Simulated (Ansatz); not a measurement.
This script drives Ansatz's Python interface.

Script `run_torsion.py`:
```python
"""Energy of AlAsClH5Si as one group turns about a bond."""

import ansatz as az
from ase import Atoms

atoms = Atoms(["Al", "Si", "Cl", "As", "H", "H", "H", "H", "H"], positions=[
    [-1.1818, 1.4819, 0.3103],
    [0.6319, 0.2121, -0.3059],
    [1.9535, 0.1525, 1.2797],
    [0.0027, -1.9265, -0.8112],
    [-2.4233, 1.7308, -0.7569],
    [-1.2985, 2.2108, 1.746],
    [1.3202, 0.8053, -1.4773],
    [-0.3088, -2.2378, 0.6918],
    [1.3926, -2.4753, -0.6935],
])

# relax first, so that the scan starts from a minimum
first = az.Crystal.molecule_from_ase(atoms).calculation()
first = first.basis(gaussian="def2-SVP")
first = first.functional("R2SCAN0").relax(force_tolerance=0.02, max_steps=80)
atoms.positions = first.run(threads=1).report["positions_ang"]

start = atoms.get_dihedral(0, 1, 3, 7)
energies = {}
for turn in range(0, 360, 30):
    turned = atoms.copy()
    turned.set_dihedral(0, 1, 3, 7, start + turn, indices=[3, 7, 8])
    calculation = (
        az.Crystal.molecule_from_ase(turned).calculation()
        .basis(gaussian="def2-SVP")
        .functional("R2SCAN0")
    )
    energies[round((start + turn) % 360)] = calculation.run(threads=1).report["free_energy_ev"]
floor = min(energies.values())
print("dihedral Al0-Si1-As3-H7 (deg)   E - E(min) (kJ/mol)")
for angle, e in sorted(energies.items()):
    print(f"{angle:8d} {96.485332 * (e - floor):14.3f}  " + "#" * int(30 * (e - floor) / max(max(energies.values()) - floor, 1e-9)))
```

It is started by `python run_torsion.py`. How long does it take on 1 thread of Arm Neoverse V1, with other jobs on the host, and how much memory does it need?

It took about 3.6 min, with a peak of 0.37 GiB, for 13 runs of the engine.

`python run_torsion.py` gives:
```text
dihedral Al0-Si1-As3-H7 (deg)   E - E(min) (kJ/mol)
      19          4.998  #############
      49          2.425  ######
      79          4.227  ###########
     109          7.717  #####################
     139          7.736  #####################
     169          7.039  ###################
     199          9.920  ###########################
     229         10.782  ##############################
     259          4.525  ############
     289          0.000
     319          3.457  #########
     349          7.101  ###################
```

The scan is rigid and the energies are electronic, in a modest basis. With rigid groups the curve can differ much from the relaxed path, the start wasn't checked as a minimum of this torsion, and equivalent turns needn't return to the same energy.
